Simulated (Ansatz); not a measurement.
# CH7BFNSn: one species, many methods

The task here is to estimate one member of a computed series from the others.

Method: functionals in def2-TZVPP, the program's frozen cores in correlated methods; program: Ansatz 0.2.0, Gaussian basis.

Plan: PBE-D4, r2SCAN-D4, PBE0-D4, B3LYP-D4, ωB97X-V, ωB97M-V, B2PLYP; CCSD(T)/def2-TZVPP; MP2/def2-QZVPP; extrapolation to the limit.

### The geometry

The geometry comes from an earlier relaxation with PBE0-D4 in a triple-zeta def2 set; it is a stationary point, not always the lowest conformer. Sn takes the def2 core potential; no spin-orbit term is included.

SMILES `FBN[CH2][SnH3]`, 12 atoms, charge 0, spin multiplicity 1.

Atoms are counted from 1 here; the program's logs count them from 0.

Bond lengths: F1–B2 1.340 Å, B2–N3 1.391 Å, B2–H6 1.196 Å, N3–C4 1.446 Å, N3–H7 1.007 Å, C4–Sn5 2.170 Å, C4–H8 1.093 Å, C4–H9 1.090 Å, Sn5–H10 1.709 Å, Sn5–H11 1.711 Å, Sn5–H12 1.706 Å. Angles: F1–B2–N3 119.4°, F1–B2–H6 119.3°, N3–B2–H6 121.3°, B2–N3–C4 126.5°, B2–N3–H7 118.0°, C4–N3–H7 115.4°, N3–C4–Sn5 112.5°, N3–C4–H8 111.1°, N3–C4–H9 108.9°, Sn5–C4–H8 108.9°, Sn5–C4–H9 107.9°, H8–C4–H9 107.4°, C4–Sn5–H10 111.2°, C4–Sn5–H11 107.7°, C4–Sn5–H12 109.2°, H10–Sn5–H11 109.4°, H10–Sn5–H12 110.1°, H11–Sn5–H12 109.1°.

Geometry (Å):

```
F    -2.26851    0.64218    1.27424
B    -1.01930    0.86913    1.70145
N     0.03060    0.83545    0.78964
C    -0.06681    0.55663   -0.62589
Sn    0.80948   -1.35642   -1.15606
H    -0.82953    1.09631    2.86019
H     0.96279    0.99160    1.13634
H     0.41216    1.34198   -1.21580
H    -1.11875    0.53249   -0.90899
H     0.84961   -1.57034   -2.85144
H     2.40688   -1.38528   -0.54229
H    -0.09174   -2.60872   -0.42740
```

The first run:

Contents of in.yaml:

```yaml
crystal:
  periodic: [false, false, false]
  atoms:
    - {symbol: F, position_ang: [-2.268510, 0.642176, 1.274240]}
    - {symbol: B, position_ang: [-1.019302, 0.869125, 1.701454]}
    - {symbol: N, position_ang: [0.030604, 0.835452, 0.789640]}
    - {symbol: C, position_ang: [-0.066810, 0.556625, -0.625888]}
    - {symbol: Sn, position_ang: [0.809481, -1.356422, -1.156055]}
    - {symbol: H, position_ang: [-0.829526, 1.096313, 2.860194]}
    - {symbol: H, position_ang: [0.962794, 0.991596, 1.136337]}
    - {symbol: H, position_ang: [0.412161, 1.341985, -1.215801]}
    - {symbol: H, position_ang: [-1.118749, 0.532488, -0.908994]}
    - {symbol: H, position_ang: [0.849612, -1.570339, -2.851438]}
    - {symbol: H, position_ang: [2.406881, -1.385279, -0.542290]}
    - {symbol: H, position_ang: [-0.091736, -2.608719, -0.427398]}
basis:
  gaussian: {orbitals: def2-TZVPP}
hamiltonian: {xc: pbe, dispersion: d4}
output: {forces: true, orbitals: {seedname: orbitals}}
```

Started as:

```console
> ansatz run in.yaml --threads 4 --pin off --events-out ev --progress --plain --max-ram 10444MiB
```

Steps of the session up to this table: PBE-D4 (GGA); r2SCAN-D4 (meta-GGA); PBE0-D4 (hybrid); B3LYP-D4 (hybrid); ωB97X-V (range-separated); ωB97M-V (range-separated); B2PLYP (double hybrid); CCSD(T) in def2-TZVPP; MP2 in def2-QZVPP.

One of the session's tables, all rows but one given; the rest of the session is left out.

It belongs to the step «Atomisation energies». 

| method | atomisation energy (kcal/mol) |
| --- | --- |
| PBE-D4 | 1003.3 |
| r2SCAN-D4 | 988.3 |
| PBE0-D4 | 986.8 |
| B3LYP-D4 | 990.2 |
| ωB97X-V | 993.7 |
| ωB97M-V | 991.5 |
| B2PLYP | 978.0 |
| HF/def2-TZVPP | 719.0 |
| MP2/def2-TZVPP | 972.8 |
| CCSD/def2-TZVPP | 951.3 |
| CCSD(T)/def2-TZVPP | 965.1 |
| MP2/CBS | 997.1 |
| CCSD(T)/CBS | ? |

Q: Estimate the row for CCSD(T)/CBS from the others.

As computed: atomisation energy (kcal/mol): 989.5. In the column «atomisation energy (kcal/mol)» it lies between r2SCAN-D4 (988.3) and B3LYP-D4 (990.2).
